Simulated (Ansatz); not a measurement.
# Zr2BiN2: the cost of one run

Program: Ansatz 0.2.0. Level of theory: DFT PBE, scalar-relativistic, plane waves, PAW. These are calculated values, not measurements.

### Step 1. The starting structure

Symmetry: P4/mmm, No. 123, tetragonal system. Conventional cell: a = 4.093 Å, b = 4.093 Å, c = 5.619 Å, α = 90.00°, β = 90.00°, γ = 90.00°. Zr (site symmetry mmm) has 4 N at 2.66 Å and 4 Zr at 2.89 Å as nearest neighbours. Around Bi (site symmetry 4/mmm) lie 8 N at 3.10 Å and 8 Zr at 3.48 Å. N (site symmetry 4mm) has 1 N at 2.22 Å and 4 Zr at 2.66 Å and 4 Bi at 3.10 Å as nearest neighbours.

As a file:

```
CELL_PARAMETERS angstrom
4.09268 0.00000 0.00000
0.00000 4.09268 0.00000
0.00000 0.00000 5.61936
ATOMIC_POSITIONS crystal
Zr 0.50000 0.00000 0.50000
Zr 0.00000 0.50000 0.50000
Bi 0.00000 0.00000 0.00000
N 0.50000 0.50000 0.80279
N 0.50000 0.50000 0.19721
```

The cell is invented: species swapped into a database cell of CeMg2Si2 (P4/mmm, No. 123), with Bi on the Ce sites, Zr on the Mg sites and N on the Si sites. Lengths come from tabulated atomic sizes and are only a guess.

### Step 2. The guess as it stands, on a coarse mesh

Input file input.yaml:

```yaml
crystal:
  lattice:
    - [4.09268097, 0.0, 0.0]
    - [0.0, 4.09268097, 0.0]
    - [0.0, 0.0, 5.61935583]
  atoms:
    - { symbol: Zr, position: [0.5, 0.0, 0.5] }
    - { symbol: Zr, position: [0.0, 0.5, 0.5] }
    - { symbol: Bi, position: [0.0, 0.0, 0.0] }
    - { symbol: "N", position: [0.5, 0.5, 0.80279011] }
    - { symbol: "N", position: [0.5, 0.5, 0.19720989] }
basis:
  ecutwfc: 420
kpoints:
  mp_grid: { grid: [4, 4, 4] }
hamiltonian:
  xc: pbe
scf:
  occupations: { method: gaussian, width: 0.1 }
  lower_state_search: "off"
output:
  forces: true
  stress: true
  eigenvalues: true
```

Command:

```bash
$ ansatz run input.yaml --threads 1 --pin off --max-ram 2560MiB --backend cpu --events-out ev --progress --plain --runs-dir out
```

Q: Estimate wall time and peak memory on 1 thread of Intel Xeon Platinum 8488C (Sapphire Rapids), shared host.

About 2.2 s, with a peak of 0.43 GiB.
